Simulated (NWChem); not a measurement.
# CH5BClN (SMILES CNBCl): HF/def2-SVP

Aim: the energy change on altering one bond length of CH5BClN at HF/def2-SVP, from 2 runs. 

Program for the calculation: NWChem 7.3.0.

## Step 1: The molecule

CH5BClN has 9 atoms, charge 0, and is taken as a singlet. As SMILES, `CNBCl`. The shape is that of a PBE0-D4/def2-TZVP optimisation. This is one conformer, not always the lowest.

Bond lengths: C1–N2 1.445 Å, N2–B3 1.381 Å, B3–Cl4 1.771 Å, C1–H5 1.094 Å, C1–H6 1.094 Å, C1–H7 1.090 Å, N2–H8 1.009 Å, B3–H9 1.192 Å. Some angles: C1–N2–B3 126.0°, N2–B3–Cl4 119.6°, C1–N2–H8 115.0°, B3–N2–H8 119.0°, N2–C1–H5 111.4°, N2–C1–H6 111.4°, N2–C1–H7 109.2°, N2–B3–H9 121.5°, Cl4–B3–H9 118.9°, H5–C1–H6 108.3°.

## Step 2: Energy and forces at HF/def2-SVP

Contents of nw.xyz:

```xyz
9

C      0.510100     0.482100    -0.973400
N     -0.407900    -0.226000    -0.111700
B     -0.261100    -0.415200     1.248200
Cl    -1.495300    -1.314500     2.144800
H      0.907000    -0.170400    -1.756500
H      0.027900     1.338900    -1.452800
H      1.346700     0.849900    -0.380000
H     -1.220500    -0.605500    -0.573900
H      0.681600     0.014200     1.838200
```

Contents of nw.nw:

```
start nw
memory 2200 mb

geometry noautosym nocenter noautoz
   load nw.xyz
end

basis spherical bse
   * library def2-SVP
end

scf
   thresh 1e-08
   maxiter 80
   print low
end

task scf gradient
```

Command:

```
nwchem nw.nw > nw.out
```

The log of the run:

```text
[...]
  functions       =    85
[...]
  wavefunction    = RHF
[...]
         Total SCF energy =   -579.265196215893
      One-electron energy =  -1073.712792403438
      Two-electron energy =    354.920853533600
 Nuclear repulsion energy =    139.526742653945
        Time for solution =     12.7s
[...]
                         RHF ENERGY GRADIENTS
    atom               coordinates                        gradient
                 x          y          z           x          y          z
   1 C       0.963949   0.911037  -1.839459   -0.000410  -0.000240   0.000205
   2 N      -0.770819  -0.427078  -0.211082    0.005551   0.002127   0.005408
   3 B      -0.493407  -0.784614   2.358756   -0.003766  -0.002846   0.003259
   4 Cl     -2.825707  -2.484045   4.053084    0.005497   0.004168  -0.004807
   5 H       1.713981  -0.322009  -3.319304    0.000299  -0.001120  -0.000734
   6 H       0.052723   2.530154  -2.745394   -0.000909   0.000949  -0.000315
   7 H       2.544894   1.606078  -0.718096    0.000622   0.000017   0.001678
   8 H      -2.306411  -1.144229  -1.084514   -0.006149  -0.002832  -0.003671
   9 H       1.288037   0.026834   3.473694   -0.000735  -0.000224  -0.001021
 Task  times  cpu:       17.6s     wall:       17.6s
[...]
```

It took 18 s on 1 thread of Intel Xeon Platinum 8259CL at 2.50GHz (Skylake/Cascade Lake), shared host; peak memory 0.1 GiB.

## Step 3: The distorted shape: the energy at HF/def2-SVP

Contents of struct.nw:

```
start struct
title "CH5BClN energy"
memory stack 880 mb heap 220 mb global 1100 mb

geometry units angstroms noautosym nocenter noautoz
C     0.488085    0.510473   -1.177338
N    -0.429915   -0.197627   -0.315638
B    -0.261100   -0.415200    1.248200
Cl   -1.495300   -1.314500    2.144800
H     0.884985   -0.142027   -1.960438
H     0.005885    1.367273   -1.656738
H     1.324685    0.878273   -0.583938
H    -1.242515   -0.577127   -0.777838
H     0.681600    0.014200    1.838200
end

basis "ao basis" spherical bse
* library def2-SVP
end

scf
thresh 1e-08
maxiter 80
print low
end

task scf energy
```

Command:

```
nwchem struct.nw > struct.out
```

The log of the run:

```text
[...]
  functions       =    85
[...]
  wavefunction    = RHF
[...]
         Total SCF energy =   -579.239433770610
      One-electron energy =  -1063.841853024652
      Two-electron energy =    349.999953600202
 Nuclear repulsion energy =    134.602465653840
        Time for solution =     13.0s
 Task  times  cpu:       13.3s     wall:       13.3s
[...]
```

Wall time 14 s (1 thread of Intel Xeon Platinum 8259CL at 2.50GHz (Skylake/Cascade Lake), shared host); peak memory 0.099 GiB.

## Step 4: What came out

At HF/def2-SVP:

| quantity | value |
| --- | --- |
| first shape: total energy | -579.26520 Eh |
| first shape: largest force on an atom | 0.432 eV/Å |
| distorted shape: total energy | -579.23943 Eh |
| energy change with the N2–B3 bond stretched from 1.381 to 1.588 Å | 0.701 eV |

What this shows: With the N2–B3 bond stretched from 1.381 to 1.588 Å the energy rises by 0.70 eV (67.6 kJ/mol). The first shape isn't relaxed at this level, so the change isn't measured from a minimum. The largest force (first shape) is 0.43 eV/Å: the shape isn't a stationary point for this species at this level.
